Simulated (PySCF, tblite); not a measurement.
# CH₄F₂Ge, a small molecule taken as a stand-in for a surface group (C site with back bonds [GeH3], F, F): NMR shifts, core binding energies and electronic excitations

Aim: the NMR shifts, core binding energies and electronic excitations of `F[CH](F)[GeH3]`.

Programs: tblite 0.8.0 and PySCF 2.14.0. All values are calculated, for the isolated system unless a continuum is named. Atoms count from 0, parts from 1.

### 1 The system as given

8 atoms, charge 0, multiplicity 1; geometry: distance geometry start.

### 2 Relaxing the cluster with GFN2-xTB

The job: settings as JSON, then the geometry in Å.

```
{"job": {"kind": "relax", "xc": "GFN2-xTB", "basis": "xTB"}, "charge": 0, "multiplicity": 1}
C      1.005826     0.093429    -0.114771
Ge    -0.922064    -0.067694     0.168949
F      1.184158     0.094915    -1.468169
F      1.676880    -0.941930     0.517263
H      1.265531     1.062568     0.361490
H     -1.481765    -1.262949    -0.654285
H     -1.520117     1.241444    -0.412690
H     -1.177351    -0.241976     1.683629
```

With the program's defaults for keys left out, this is: GFN2-xTB geometry optimisation, gas phase.

Launch:

```
$ OMP_NUM_THREADS=1 python cluster_run.py task.json out
```

One launch serves the whole session: the jobs run in the order shown.

What it wrote:

```text
step      E/eV     max force
  0    -422.97736    1.552
  1    -423.08153    1.012
  2    -423.21923    0.522
  3    -423.22816    0.285
  4    -423.23529    0.262
  5    -423.24092    0.384
  6    -423.25146    0.437
  7    -423.25906    0.292
  8    -423.26326    0.189
  9    -423.26484    0.110
 10    -423.26592    0.143
 11    -423.26718    0.150
 12    -423.26831    0.098
 13    -423.26911    0.093
 14    -423.26966    0.078
 15    -423.27018    0.077
 16    -423.27073    0.082
 17    -423.27123    0.069
 18    -423.27161    0.060
 19    -423.27192    0.055
 20    -423.27230    0.069
 21    -423.27276    0.078
 22    -423.27316    0.062
 23    -423.27332    0.026
 24    -423.27335    0.012
 25    -423.27336    0.009
 26    -423.27337    0.008
 27    -423.27338    0.014
 28    -423.27340    0.015
 29    -423.27342    0.014
 30    -423.27343    0.013
 31    -423.27345    0.017
 32    -423.27349    0.023
 33    -423.27353    0.024
 34    -423.27356    0.015
 35    -423.27358    0.017
 36    -423.27361    0.022
 37    -423.27367    0.035
 38    -423.27377    0.054
 39    -423.27391    0.056
 40    -423.27401    0.033
 41    -423.27404    0.011
 42    -423.27405    0.013
 43    -423.27406    0.015
 44    -423.27409    0.022
 45    -423.27413    0.027
 46    -423.27418    0.021
 47    -423.27423    0.021
 48    -423.27426    0.018
 49    -423.27430    0.019
 50    -423.27433    0.016
 51    -423.27435    0.012
 52    -423.27436    0.009
 53    -423.27437    0.009
 54    -423.27438    0.009
 55    -423.27438    0.004
```

Run time: 0.48 s. Hardware: 1 thread of Arm Neoverse V1, shared host.

The steps of the relaxation:

```
step  energy from step 0 (eV)  largest force (eV/Å)
   0                   0.0000                1.5525
   2                  -0.2419                0.5227
   4                  -0.2579                0.2617
   6                  -0.2741                0.4367
   8                  -0.2859                0.1886
  10                  -0.2886                0.1430
  12                  -0.2910                0.0988
  14                  -0.2923                0.0787
  16                  -0.2934                0.0819
  18                  -0.2943                0.0593
  20                  -0.2949                0.0696
  22                  -0.2958                0.0618
  24                  -0.2960                0.0122
  26                  -0.2960                0.0081
  28                  -0.2960                0.0152
  30                  -0.2961                0.0121
  32                  -0.2961                0.0234
  34                  -0.2962                0.0154
  36                  -0.2963                0.0213
  38                  -0.2964                0.0541
  40                  -0.2966                0.0333
  42                  -0.2967                0.0132
  44                  -0.2967                0.0220
  46                  -0.2968                0.0212
  48                  -0.2969                0.0176
  50                  -0.2970                0.0158
  52                  -0.2970                0.0088
  54                  -0.2970                0.0089
  55                  -0.2970                0.0045
```

Close pairs (by a distance rule), those that changed most:

```
  bond  before (Å)  after (Å)  change (Å)
Ge1–H5       1.556      1.487      -0.068
Ge1–H6       1.552      1.490      -0.062
Ge1–H7       1.546      1.490      -0.056
C0–Ge1       1.955      1.997      +0.042
 C0–F3       1.386      1.360      -0.026
 C0–H4       1.111      1.098      -0.012
 C0–F2       1.365      1.360      -0.005
```

### 3 Geometry optimisation at PBE0-D3(BJ)/def2-SVP

The job: settings as JSON, then the geometry in Å.

```
{"job": {"xc": "PBE0", "basis": "def2-SVP", "d3": "d3bj", "grid": 2, "kind": "geom", "shake": 0.01}, "charge": 0, "multiplicity": 1}
C      1.004880     0.109131    -0.098855
Ge    -0.992505    -0.057268     0.154014
F      1.237681     0.181616    -1.443349
F      1.639477    -0.973577     0.373802
H      1.466888     0.997729     0.349855
H     -1.422805    -1.280649    -0.557263
H     -1.642354     1.148860    -0.418311
H     -1.245185    -0.154396     1.612207
```

What it wrote:

```text
step   0  E = -2316.22833357  max force = 0.027900
step   1  E = -2316.23180381  max force = 0.005294
step   2  E = -2316.23197059  max force = 0.002583
step   3  E = -2316.23198610  max force = 0.001221
step   4  E = -2316.23199535  max force = 0.000329
optimisation converged
```

Run time: 20 s. Hardware: 1 thread of Arm Neoverse V1, shared host; peak memory 0.48 GiB.

The steps of the relaxation:

```
step  energy from step 0 (eV)  largest force component (eV/Å)
   0                   0.0000                          1.4347
   1                  -0.0944                          0.2722
   2                  -0.0990                          0.1328
   3                  -0.0994                          0.0628
   4                  -0.0996                          0.0169
```

Close pairs (by a distance rule), those that changed most:

```
  bond  before (Å)  after (Å)  change (Å)
Ge1–H5       1.479      1.534      +0.054
Ge1–H7       1.483      1.536      +0.053
Ge1–H6       1.485      1.536      +0.052
C0–Ge1       2.020      1.988      -0.032
 C0–F3       1.341      1.356      +0.015
 C0–F2       1.366      1.357      -0.010
 C0–H4       1.097      1.105      +0.008
```

The final coordinates are the input of the step that follows.

```
                         at the end point                value
rotational constants (GHz, main isotopes)  8.851, 2.683, 2.204
                        dipole moment (D)                 1.71
```

### 4 Shielding tensors: PBE0/pcSseg-2

The job: settings as JSON, then the geometry in Å.

```
{"job": {"kind": "nmr", "xc": "PBE0", "basis": "pcSseg-2"}, "charge": 0, "multiplicity": 1}
C      0.926536     0.070363    -0.103288
Ge    -1.042490    -0.075449     0.130084
F      1.224955     0.088682    -1.426525
F      1.526779    -1.012754     0.449840
H      1.367412     0.974074     0.355720
H     -1.506088    -1.344042    -0.596247
H     -1.706133     1.170356    -0.476476
H     -1.350527    -0.165886     1.632507
```

Method: GIAO PBE0/pcSseg-2 NMR shielding, non-relativistic, gas phase.

What it wrote:

```text
coarse grid: 33088 points
cycle   1  E = -2316.7189622155  dE = -3.928e-01  |g| = 1.170e+00  |ddm| = 1.875e+00
cycle   2  E = -2316.6125114826  dE =  1.065e-01  |g| = 1.466e+00  |ddm| = 7.411e-01
cycle   3  E = -2316.8153699751  dE = -2.029e-01  |g| = 1.443e-01  |ddm| = 4.959e-01
cycle   4  E = -2316.8179756245  dE = -2.606e-03  |g| = 6.880e-02  |ddm| = 6.814e-02
cycle   5  E = -2316.8184353138  dE = -4.597e-04  |g| = 5.857e-03  |ddm| = 2.114e-02
cycle   6  E = -2316.8184389437  dE = -3.630e-06  |g| = 1.134e-03  |ddm| = 3.328e-03
final grid: 68944 points
cycle   7  E = -2316.8184338267  dE = -2.710e-08  |g| = 1.152e-03  |ddm| = 1.743e-03
cycle   8  E = -2316.8184337336  dE =  9.313e-08  |g| = 1.406e-03  |ddm| = 1.585e-03
cycle   9  E = -2316.8184341041  dE = -3.705e-07  |g| = 1.528e-04  |ddm| = 8.103e-04
cycle  10  E = -2316.8184341061  dE = -1.972e-09  |g| = 2.252e-05  |ddm| = 5.707e-05
cycle  11  E = -2316.8184341061  dE = -7.913e-11  |g| = 3.704e-06  |ddm| = 1.288e-05
converged SCF energy = -2316.8184341061

GIAO shielding tensors (ppm)
atom      isotropic    diamagn.    paramagn.     s11        s22        s33       span
  0 C       55.336     234.420    -179.084     30.585     63.284     72.139     41.553
  1 Ge    1575.411    2756.292   -1180.882   1532.868   1549.881   1643.483    110.615
  2 F      313.104     466.510    -153.406    185.991    309.075    444.246    258.255
  3 F      312.960     466.484    -153.524    184.878    308.568    445.435    260.557
  4 H       24.874      27.657      -2.782     22.865     24.138     27.619      4.754
  5 H       27.246      28.455      -1.208     21.573     22.681     37.485     15.911
  6 H       27.268      28.424      -1.157     21.443     22.362     37.998     16.555
  7 H       27.273      28.425      -1.152     21.430     22.396     37.992     16.562
```

Wall time 24 s (1 thread of Arm Neoverse V1, shared host); peak memory 0.88 GiB.

Shifts follow as δ = σ(reference) − σ, with reference shieldings (ppm) from runs at the same level and on the same kind of geometry: 1H TMS 31.25, 13C TMS 184.1, 19F CFCl3 175.8, 73Ge GeMe4 1337. The references are single molecules in the gas phase, so shifts against H2O, NH3, PH3, H3PO4 or CFCl3 are not on the usual liquid scales and can be off by tens of ppm.

```
atoms                             environment  σ (ppm)  δ (ppm)
   C0             carbon bonded to 2 F, Ge, H     55.3    128.8
   H4  hydrogen on a carbon bonded to 2 F, Ge    24.87     6.37
   H5     hydrogen on a germanium bonded to C    27.25     4.00
   H6     hydrogen on a germanium bonded to C    27.27     3.98
   H7     hydrogen on a germanium bonded to C    27.27     3.97
  Ge1              germanium bonded to C, 3 H     1575     -238
   F3                    fluorine bonded to C    313.0   -137.2
   F2                    fluorine bonded to C    313.1   -137.3
```

Charges from the same density, by scheme (e):

```
atoms  Mulliken    IAO  Hirshfeld  ESP fit
   C0      0.42   0.23       0.06     0.25
  Ge1      0.28   0.46       0.29     0.12
   F2     -0.26  -0.30      -0.11    -0.20
   F3     -0.26  -0.30      -0.11    -0.20
```

Mayer bond orders: C0–Ge1 0.93, C0–F2 0.96, C0–F3 0.96.

Orbitals, density, ELF and potential are computed afterwards from the orbital file.

Frontier orbitals at PBE0/pcSseg-2, with the share of their density that lies nearest to each atom:

```
orbital  energy (eV)                                      lies on
   HOMO        -8.54    C0 27 %; F2, F3 about 16 % each; Ge1 15 %
   LUMO         0.28  4 H atoms about 19 % each; Ge1 11 %; C0 6 %
```

ELF in a plane through or near 2 of the atoms.

Ten even steps from '0' (0.00) to '9' (0.99):
```
0000000000000000000000000000
0000000000000000000000000000
0000000000000000000000000000
0000000000000000012210000000
0000001223210000478885100000
0000013566530002799998510000
0000125787630003699999620000
0000024676521222346887410000
0000001456545641122355210000
0000000242328832656122100000
0000000242318932676222100000
0000001356535642111365210000
0000013666521223346897520000
0000125787630013799999730000
0000013566530003899999720000
0000001223210001689996200000
0000000000000000124430000000
0000000000000000000000000000
0000000000000000000000000000
0000000000000000000000000000
```
The map spans 8.2 Å across and 7.8 Å up, centred on the molecule. Atoms in the plane (x, y in Å): C0 (-1.0, 0.0), Ge1 (1.0, 0.0).

log10 of the density (e/Å³) in the same plane.

Values, 10 rows by 14 columns:
```
-4.0 -4.0 -4.0 -4.0 -4.0 -4.0 -4.0 -4.0 -4.0 -4.0 -4.0 -4.0 -4.0 -4.0
-4.0 -4.0 -3.9 -3.2 -2.8 -2.9 -3.2 -3.3 -3.0 -2.8 -2.9 -3.3 -3.8 -4.0
-4.0 -3.7 -2.7 -2.0 -1.4 -1.6 -2.1 -2.3 -1.9 -1.6 -1.8 -2.4 -3.1 -3.8
-4.0 -3.0 -2.0 -0.9  0.1 -0.2 -1.1 -1.3 -0.8 -0.5 -0.7 -1.6 -2.5 -3.4
-4.0 -3.1 -2.0 -1.0  0.0  0.1 -0.3 -0.4  0.1  0.1 -0.5 -1.5 -2.4 -3.3
-4.0 -3.2 -2.2 -1.2 -0.1  1.3  0.1 -0.1  1.5  1.3 -0.4 -1.5 -2.4 -3.3
-4.0 -3.0 -1.9 -0.8  0.2  0.0 -0.7 -0.8 -0.4 -0.2 -0.5 -1.5 -2.4 -3.3
-4.0 -3.3 -2.3 -1.4 -0.6 -0.8 -1.5 -1.7 -1.2 -0.9 -1.1 -1.9 -2.7 -3.5
-4.0 -4.0 -3.4 -2.7 -2.3 -2.3 -2.7 -2.8 -2.4 -2.2 -2.3 -2.8 -3.5 -4.0
-4.0 -4.0 -4.0 -4.0 -3.8 -3.8 -3.9 -3.8 -3.5 -3.4 -3.4 -3.8 -4.0 -4.0
```
The map spans 8.2 Å across and 7.8 Å up, centred on the molecule. Atoms in the plane (x, y in Å): C0 (-1.0, 0.0), Ge1 (1.0, 0.0).

On the surface of density 0.002 e/bohr³ the electrostatic potential runs, from the 1st to the 99th percentile, from -0.77 V near F2 to 1.40 V near H4.

### 5 X-ray photoelectron lines: SCAN, X2C

Same as in step 4 but for these lines:

```diff
@@ -1,2 +1,2 @@
-{"job": {"kind": "nmr", "xc": "PBE0", "basis": "pcSseg-2"}, "charge": 0, "multiplicity": 1}
+{"job": {"kind": "xps", "holes": 5}, "charge": 0, "multiplicity": 1}
 C      0.926536     0.070363    -0.103288
```

Level: delta-SCF UKS SCAN, pcX-2 on the ionised atom, pcseg-1 elsewhere, spin-free X2C.

What it wrote:

```text
ground state, core basis on atom 0 (C), 120 functions
  cycle   1  E = -2334.18657997  |g| = 5.51e-01
  cycle   2  E = -2334.08271783  |g| = 9.71e-01
  cycle   3  E = -2334.23384274  |g| = 5.56e-02
  cycle   4  E = -2334.23434862  |g| = 2.08e-02
  cycle   5  E = -2334.23444755  |g| = 6.71e-03
  cycle   6  E = -2334.23445789  |g| = 1.62e-03
  cycle   7  E = -2334.23445828  |g| = 4.88e-04
  E(ground) = -2334.35894098 Eh
hole in C 1s of atom 0
  cycle   1  E = -2322.82774757  |g| = 1.50e+00
  cycle   2  E = -2318.79251199  |g| = 3.06e+00
  cycle   3  E = -2323.20653041  |g| = 6.07e-01
  cycle   4  E = -2323.30470128  |g| = 5.04e-01
  cycle   5  E = -2323.38003508  |g| = 1.24e-01
  cycle   6  E = -2323.38586130  |g| = 1.44e-02
  cycle   7  E = -2323.38595144  |g| = 6.05e-03
  cycle   8  E = -2323.38597832  |g| = 1.98e-03
  cycle   9  E = -2323.38598058  |g| = 8.51e-04
  cycle  10  E = -2323.38598260  |g| = 3.53e-04
  E(ion) = -2323.51232907 Eh   <S^2> = 0.7721   hole on atom = 1.000   binding energy = 295.151 eV
ground state, core basis on atom 2 (F), 120 functions
  cycle   1  E = -2334.27019875  |g| = 1.18e-01
  cycle   2  E = -2334.26982089  |g| = 6.50e-02
  cycle   3  E = -2334.26982064  |g| = 6.61e-02
  cycle   4  E = -2334.27039807  |g| = 5.86e-03
  cycle   5  E = -2334.27040495  |g| = 6.67e-04
  cycle   6  E = -2334.27040560  |g| = 2.91e-04
  E(ground) = -2334.39728853 Eh
hole in F 1s of atom 2
  cycle   1  E = -2307.89973142  |g| = 2.58e+00
  cycle   2  E = -2307.62866870  |g| = 2.25e+00
  cycle   3  E = -2308.66712496  |g| = 5.72e-01
  cycle   4  E = -2308.70472459  |g| = 4.95e-01
  cycle   5  E = -2308.78826549  |g| = 5.61e-02
  cycle   6  E = -2308.78925292  |g| = 2.81e-02
  cycle   7  E = -2308.78965680  |g| = 4.85e-03
  cycle   8  E = -2308.78966509  |g| = 1.36e-03
  cycle   9  E = -2308.78966647  |g| = 3.14e-04
  E(ion) = -2308.92342382 Eh   <S^2> = 0.7572   hole on atom = 1.000   binding energy = 693.179 eV
ground state, core basis on atom 3 (F), 120 functions
  cycle   1  E = -2334.26968838  |g| = 1.33e-01
  cycle   2  E = -2334.26781773  |g| = 1.31e-01
  cycle   3  E = -2334.26988993  |g| = 6.09e-02
  cycle   4  E = -2334.27046804  |g| = 6.39e-03
  cycle   5  E = -2334.27047163  |g| = 1.21e-03
  cycle   6  E = -2334.27047235  |g| = 1.54e-04
  E(ground) = -2334.39723983 Eh
hole in F 1s of atom 3
  cycle   1  E = -2307.89945170  |g| = 2.58e+00
  cycle   2  E = -2307.62131939  |g| = 2.25e+00
  cycle   3  E = -2308.66499734  |g| = 5.75e-01
  cycle   4  E = -2308.70475429  |g| = 4.94e-01
  cycle   5  E = -2308.78786943  |g| = 5.78e-02
  cycle   6  E = -2308.78892640  |g| = 2.90e-02
  cycle   7  E = -2308.78935356  |g| = 4.91e-03
  cycle   8  E = -2308.78936423  |g| = 1.64e-03
  cycle   9  E = -2308.78936347  |g| = 3.89e-04
  E(ion) = -2308.92304719 Eh   <S^2> = 0.7575   hole on atom = 1.000   binding energy = 693.188 eV
```

Run time: 12 s. Hardware: 1 thread of Arm Neoverse V1, shared host; peak memory 0.5 GiB.

Binding energies by hole, beside the orbital energy of the ground state; the difference holds orbital relaxation and, for a density functional, its self-interaction error:

```
     hole  stands for                  environment  ΔSCF (eV)  −ε (eV)   ⟨S²⟩
C1s on C0          C0  carbon bonded to 2 F, Ge, H     295.15    278.0  0.772
F1s on F2          F2         fluorine bonded to C     693.18    667.2  0.757
F1s on F3          F3         fluorine bonded to C     693.19    667.2  0.758
```

### 6 TDDFT and polarisability: CAM-B3LYP/def2-SVPD

Same as in step 5 but for these lines:

```diff
@@ -1,2 +1,2 @@
-{"job": {"kind": "xps", "holes": 5}, "charge": 0, "multiplicity": 1}
+{"job": {"kind": "uv", "xc": "CAM-B3LYP", "basis": "def2-SVPD", "nstates": 6, "ntriplets": 2, "ip": true}, "charge": 0, "multiplicity": 1}
 C      0.926536     0.070363    -0.103288
```

Method: TDDFT CAM-B3LYP/def2-SVPD, vertical, gas phase, core orbitals frozen in the response.

What it wrote:

```text
coarse grid: 33088 points
cycle   1  E = -2316.7149414083  dE = -3.313e-01  |g| = 7.325e-01  |ddm| = 2.915e+00
cycle   2  E = -2316.6803185803  dE =  3.462e-02  |g| = 9.055e-01  |ddm| = 1.077e+00
cycle   3  E = -2316.8022962278  dE = -1.220e-01  |g| = 6.207e-02  |ddm| = 5.964e-01
cycle   4  E = -2316.8027747614  dE = -4.785e-04  |g| = 2.581e-02  |ddm| = 6.985e-02
cycle   5  E = -2316.8028588310  dE = -8.407e-05  |g| = 3.581e-03  |ddm| = 2.238e-02
cycle   6  E = -2316.8028612374  dE = -2.406e-06  |g| = 9.520e-04  |ddm| = 7.581e-03
final grid: 68944 points
cycle   7  E = -2316.8028232657  dE = -1.090e-07  |g| = 8.305e-04  |ddm| = 2.128e-03
cycle   8  E = -2316.8028232916  dE = -2.595e-08  |g| = 7.967e-04  |ddm| = 1.534e-03
cycle   9  E = -2316.8028234058  dE = -1.142e-07  |g| = 4.689e-05  |ddm| = 6.932e-04
cycle  10  E = -2316.8028234062  dE = -3.747e-10  |g| = 1.308e-05  |ddm| = 4.751e-05
converged SCF energy = -2316.8028234062

Static polarisability (au): isotropic 47.039, principal 44.503 45.586 51.028

Singlet excitations
state   eV       nm        f      main configurations
  1   7.8602    157.7   0.02957   H->L 0.58, H->L+1 0.37
  2   8.2610    150.1   0.02456   H->L+2 0.68, H->L 0.14
  3   8.3194    149.0   0.00606   H->L+3 0.79
  4   8.5895    144.3   0.24695   H->L+1 0.44, H->L 0.24, H->L+2 0.21
  5   9.0156    137.5   0.04014   H-1->L+1 0.45, H-1->L 0.32, H-1->L+2 0.11
  6   9.0415    137.1   0.00999   H-2->L+1 0.66, H-2->L 0.15

Triplet excitations (Tamm-Dancoff, eV): 7.3084 7.7491
Vertical ionisation energy (delta-SCF) = 11.1247 eV
```

Wall time 19 s (1 thread of Arm Neoverse V1, shared host); peak memory 0.61 GiB.

The orbitals next to the gap, with their largest atomic shares:

```
orbital      eV                       atoms
 HOMO−3  -13.15   F2 32 %, F3 32 %, C0 18 %
 HOMO−2  -11.41  Ge1 43 %, H5 30 %, H6 17 %
 HOMO−1  -11.40  Ge1 42 %, H7 30 %, H6 18 %
   HOMO  -10.06  C0 28 %, Ge1 20 %, F2 18 %
   LUMO    0.87  Ge1 56 %, H6 10 %, H7 10 %
 LUMO+1    1.15  Ge1 35 %, C0 19 %, H5 12 %
 LUMO+2    1.71    Ge1 49 %, H7 9 %, H6 9 %
```

With each of the 6 states as a Gaussian band of 0.4 eV half-width at 1/e, the curve within the window shown has maxima at 145 nm (ε 11,000) L/(mol cm). Beyond the last state computed it falls off for lack of states. The curve at chosen wavelengths:

(nm, ε (L/mol/cm)): (133, 1360), (135, 2608), (136, 3439), (138, 5516), (139, 6714), (141, 9118), (142, 10129), (144, 11281), (145, 11302), (147, 10274), (148, 9360), (150, 7211), (151, 6154), (153, 4363), (154, 3670), (156, 2655), (157, 2291), (159, 1737), (160, 1513), (162, 1122), (163, 948), (165, 645), (166, 518), (168, 316), (169, 240), (171, 130)

Further results of this job:

```
           property  computed
  dipole moment (D)      1.99
polarisability (Å³)      6.97
 HOMO–LUMO gap (eV)     10.92
      −ε(HOMO) (eV)     10.06
```

### 7 Summary of results

```
                                 quantity                        value
     rotational constants (main isotopes)         8.85, 2.68, 2.20 GHz
   13C shifts against TMS (PBE0/pcSseg-2)                    128.8 ppm
    1H shifts against TMS (PBE0/pcSseg-2)   6.37, 4.00, 3.98, 3.97 ppm
73Ge shifts against GeMe4 (PBE0/pcSseg-2)                     -238 ppm
 19F shifts against CFCl3 (PBE0/pcSseg-2)           -137.2, -137.3 ppm
    surface potential, 1st and 99th percentile           -0.77 V and 1.40 V
         F1s binding energies, SCAN/pcX-2      F3 693.19, F2 693.18 eV
         C1s binding energies, SCAN/pcX-2                 C0 295.15 eV
     lowest singlet (CAM-B3LYP/def2-SVPD)  7.86 eV (158 nm), f = 0.030
 brightest single state of those computed  state 4, 8.59 eV, f = 0.247
                           lowest triplet                      7.31 eV
        vertical ionisation energy (ΔSCF)                     11.12 eV
```

What this shows: Over 4 steps the energy fell by 0.100 eV; of the close pairs, Ge1–H5 changed most, 1.479 to 1.534 Å (PBE0/def2-SVP). The F1s levels computed lie within 0.01 eV of one another, too close to rank. The first singlet state (HOMO→LUMO 0.58, HOMO→LUMO+1 0.37) lies at 7.86 eV and is weak; of the 6 states computed, the strongest absorption comes from state 4 at 8.59 eV. The lowest triplet lies 0.55 eV below the lowest singlet (triplets in Tamm-Dancoff, singlets in full TDDFT). The orbital energy would give 10.06 eV for ionisation, ΔSCF gives 11.12 eV. Spin-orbit coupling is left out, which matters for shieldings and couplings at and beside the heavy atoms.
